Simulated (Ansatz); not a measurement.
Crystal: Ga3Se.

```
CELL_PARAMETERS angstrom
4.43246 0.00000 0.00000
0.00000 4.43246 0.00000
0.00000 0.00000 4.43246
ATOMIC_POSITIONS crystal
Se 0.00000 0.00000 0.00000
Ga 0.50000 0.50000 0.00000
Ga 0.50000 0.00000 0.50000
Ga 0.00000 0.50000 0.50000
```

The cell comes from a database or a generator and needn't be the stable form of this composition.

Program: Ansatz 0.2.0. Alike in all runs: potentials or basis Ansatz PAW; no spin polarisation; cell as given; smearing fermi-dirac 0.05 eV.

**Question.** Order these runs on this cell by their pressure, lowest first.
A. level revPBE; k mesh 4 × 4 × 4; cutoff (eV) 420
B. level BLYP; k mesh 4 × 4 × 4; cutoff (eV) 420
C. level r2SCAN; k mesh 6 × 6 × 6; cutoff (eV) 500; points for each segment of the path 14
D. level LDA; k mesh 4 × 4 × 4; cutoff (eV) 420

**Answer.** D (-4.6 GPa), C (-1.7 GPa), A (1.0 GPa), B (4.7 GPa).

Caveats: the PAW data sets come from PBE, with cores solved anew for the run's functional, which leaves a small shift of forces and pressure; the density of states is complete only up to the lowest level of the last band computed (some runs); the potentials were made for another functional, which shifts forces and pressure (some runs).

Not every run made on this cell is shown here.
